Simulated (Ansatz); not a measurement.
# C₆H₁₁HfNO: taking an electron away

An exercise on one series of results from a longer session: the logs are not shown, and one member is left open.

Computed with Ansatz 0.2.0, Gaussian basis. Level: unrestricted cation, the program's frozen cores in correlated methods.

The runs, in order: UKS PBE-D4/def2-TZVPP; UKS r2SCAN-D4/def2-TZVPP; UKS PBE0-D4/def2-TZVPP; UKS B3LYP-D4/def2-TZVPP; UKS wB97X-V/def2-TZVPP; UKS wB97M-V/def2-TZVPP; UKS B2PLYP/def2-TZVPP; UHF-CCSD(T)/def2-TZVPP; UHF-MP2/def2-QZVPP; extrapolation to the limit; then −ε(HOMO) from the neutral's earlier runs with LDA (SPW92), PBE-D4, revPBE-D4, BLYP-D4, r2SCAN-D4, B97M-V, PBE0-D4, B3LYP-D4, r2SCANh-D4, r2SCAN0-D4, HSE06-D4, BHLYP-D4, CAM-B3LYP-D4, LC-ωPBE, ωB97X-V, ωB97M-V.

## Structure used throughout

An earlier PBE0-D4 in a triple-zeta def2 set relaxation fixed the geometry. Hf takes the def2 core potential; no spin-orbit term is included.

SMILES `[CH3][Hf]1234([NH2])([OH])[C@H]5[C@@H]1[C@@H]2[C@@H]3[C@H]54`, 20 atoms, charge 0, spin multiplicity 1.

Atoms are counted from 1 here; the program's logs count them from 0.

Bond lengths: C1–Hf2 2.249 Å, C1–H10 1.097 Å, C1–H11 1.095 Å, C1–H12 1.096 Å, Hf2–N3 2.041 Å, Hf2–O4 1.927 Å, Hf2–C5 2.519 Å, Hf2–C6 2.515 Å, Hf2–C7 2.542 Å, Hf2–C8 2.560 Å, Hf2–C9 2.545 Å, N3–H13 1.012 Å, N3–H14 1.008 Å, O4–H15 0.951 Å, C5–C6 1.413 Å, C5–C9 1.411 Å, C5–H16 1.081 Å, C6–C7 1.412 Å and more. Angles: Hf2–C1–H10 108.4°, Hf2–C1–H11 113.7°, Hf2–C1–H12 112.7°, H10–C1–H11 107.1°, H10–C1–H12 107.1°, H11–C1–H12 107.5°, C1–Hf2–N3 103.4°, C1–Hf2–O4 101.3°, C1–Hf2–C5 98.9°, C1–Hf2–C6 131.0°, C1–Hf2–C7 130.0°, C1–Hf2–C8 98.2°, C1–Hf2–C9 80.8°, N3–Hf2–O4 106.2°, N3–Hf2–C5 139.4°, N3–Hf2–C6 114.0°, N3–Hf2–C7 86.3°, N3–Hf2–C8 89.8° and more.

Set-up of the first run:

Input file in.yaml:

```yaml
crystal:
  periodic: [false, false, false]
  atoms:
    - {symbol: C, position_ang: [1.777193, 0.392014, -1.501565]}
    - {symbol: Hf, position_ang: [-0.151366, -0.365133, -0.627208]}
    - {symbol: N, position_ang: [0.221661, -2.346153, -0.305716]}
    - {symbol: O, position_ang: [-1.320829, -0.279141, -2.156824]}
    - {symbol: C, position_ang: [-0.823845, 1.688702, 0.667913]}
    - {symbol: C, position_ang: [-1.722146, 0.665990, 1.045219]}
    - {symbol: C, position_ang: [-0.995722, -0.303856, 1.769793]}
    - {symbol: C, position_ang: [0.348168, 0.118250, 1.836876]}
    - {symbol: C, position_ang: [0.456237, 1.347967, 1.154355]}
    - {symbol: H, position_ang: [1.987174, -0.173709, -2.418013]}
    - {symbol: H, position_ang: [2.640018, 0.265911, -0.839775]}
    - {symbol: H, position_ang: [1.728437, 1.451110, -1.780930]}
    - {symbol: H, position_ang: [0.165359, -3.024080, -1.054491]}
    - {symbol: H, position_ang: [0.456288, -2.830208, 0.546773]}
    - {symbol: H, position_ang: [-2.040837, -0.091745, -2.749117]}
    - {symbol: H, position_ang: [-1.070231, 2.568474, 0.090370]}
    - {symbol: H, position_ang: [-2.776865, 0.628010, 0.814113]}
    - {symbol: H, position_ang: [-1.398066, -1.217451, 2.181290]}
    - {symbol: H, position_ang: [1.159625, -0.416788, 2.308835]}
    - {symbol: H, position_ang: [1.359727, 1.921826, 1.018111]}
basis:
  gaussian: {orbitals: def2-TZVPP}
total_charge: 1
magnetization: {spin_polarized: true, initial_magnetization: 1}
hamiltonian: {xc: pbe, dispersion: d4}
```

Run with:

```bash
> ansatz run in.yaml --threads 4 --pin off --events-out ev --progress --plain --max-ram 66560MiB --backend cuda --devices 0, --max-vram 37GiB
```

Among the steps run: Cation, UKS PBE-D4/def2-TZVPP; Cation, UKS r2SCAN-D4/def2-TZVPP; Cation, UKS PBE0-D4/def2-TZVPP; Cation, UKS B3LYP-D4/def2-TZVPP; Cation, UKS wB97X-V/def2-TZVPP; Cation, UKS wB97M-V/def2-TZVPP; Cation, UKS B2PLYP (frozen core)/def2-TZVPP; Cation, UHF-CCSD(T)/def2-TZVPP; Cation, UHF-MP2/def2-QZVPP.

One table of the session follows, with a row left open; its other results are not shown here.

It belongs to the step «Ionisation energies side by side». Orbital estimates, from the neutral's runs:

| functional | −ε(HOMO) (eV) |
| --- | --- |
| LDA (SPW92) | 5.69 |
| PBE-D4 | 5.52 |
| revPBE-D4 | 5.45 |
| BLYP-D4 | 5.39 |
| r2SCAN-D4 | 5.78 |
| B97M-V | 5.83 |
| PBE0-D4 | 6.80 |
| B3LYP-D4 | 6.57 |
| r2SCANh-D4 | 6.26 |
| r2SCAN0-D4 | 6.98 |
| HSE06-D4 | 6.40 |
| BHLYP-D4 | ? |
| CAM-B3LYP-D4 | 8.20 |
| LC-ωPBE | 9.59 |
| ωB97X-V | 9.23 |
| ωB97M-V | 9.12 |

**Question.** Estimate the row for BHLYP-D4.

Worked estimate for «−ε(HOMO) (eV)». Against the share of exact exchange, BLYP-D4 (0, 5.39), B3LYP-D4 (0.2, 6.57) give a slope of 5.90 per unit share; at 0.5 the line stands at 8.34.

The run gave: −ε(HOMO) (eV): 7.95. In «−ε(HOMO) (eV)» the line misses by +0.39.
